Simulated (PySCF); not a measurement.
# A diatomic session: NaSr−

An exercise on one series of results from a longer session: the logs are not shown, and one member is left open.

The runs use PySCF 2.14.0; Na def2-SVPD, Sr def2-SVPD with ECP28, scalar-relativistic core potentials.

4 further runs of the same task are left out: 4 set aside as unsound or not needed.

The first run:

Settings of the job:

| Item | Value |
| --- | --- |
| atoms | Na, Sr |
| charge | -1 |
| basis | Na def2-SVPD, Sr def2-SVPD with ECP28 |
| Hamiltonian | scalar-relativistic core potentials |
| basis functions | 44 |
| electrons treated | 22 |
| masses in u | 22.9898, 87.9056 |
| levels | PBE0, PBE, r²SCAN, r²SCANh, PW91, M06-2X, HSE06, MP2, SCS-MP2, CCSD, CCSD(T) |
| grid | 80 radial by 434 angular points |
| occupations | held fixed by the projection of orbital angular momentum |
| dissociation limit | Na− + Sr, each in its ground configuration |
| starting distance in angstrom | 3.385 |
| values of 2S to try | 0, 2 |

Launch:

```bash
OMP_NUM_THREADS=1 python dia.py task.json out
```

Among the steps run: Set-up; PBE0 along the bond; PBE; r²SCAN (meta-GGA); r²SCANh (hybrid meta-GGA); PW91 (GGA); M06-2X; HSE06 (range-separated hybrid); MP2 and coupled cluster.

One table of the session follows, with a row left open; its other results are not shown here.

It belongs to the step «The curves together». Energy (eV) from each level's lowest point:

| R (Å) | RHF-MP2 | RHF-SCS-MP2 | RHF-CCSD | RHF-CCSD(T) | PBE |
| --- | --- | --- | --- | --- | --- |
| 3.590 | 0.106 | 0.114 | n/a | n/a | 0.087 |
| 3.757 | 0.050 | 0.057 | 0.052 | 0.045 | 0.037 |
| 3.924 | 0.018 | 0.022 | 0.019 | 0.015 | 0.010 |
| 4.049 | 0.006 | 0.008 | 0.006 | 0.004 | 0.001 |
| 4.174 | ? | ? | ? | ? | ? |
| 4.299 | 0.000 | 0.000 | 0.000 | 0.001 | 0.005 |
| 4.466 | 0.006 | 0.005 | 0.006 | 0.010 | 0.017 |
| 4.675 | 0.021 | 0.018 | 0.020 | 0.027 | 0.041 |
| 4.925 | 0.046 | 0.042 | 0.045 | 0.055 | 0.075 |
| 5.259 | 0.087 | 0.080 | n/a | n/a | 0.123 |

Q: Estimate the row for R (Å) = 4.174 from the others.

Worked estimate for «RHF-MP2». A straight line through the neighbours (4.049, 0.006) and (4.299, 0.000) gives 0.006 + (0.000 − 0.006) × (4.174 − 4.049) / (4.299 − 4.049) = 0.003; a parabola fitted to 4 rows on both sides gives 0.000.

**Answer.** RHF-MP2: 0.000; RHF-SCS-MP2: 0.001; RHF-CCSD: 0.000; RHF-CCSD(T): 0.000; PBE: 0.000. In «RHF-MP2» the line misses by +0.003 and the parabola by 0.000.
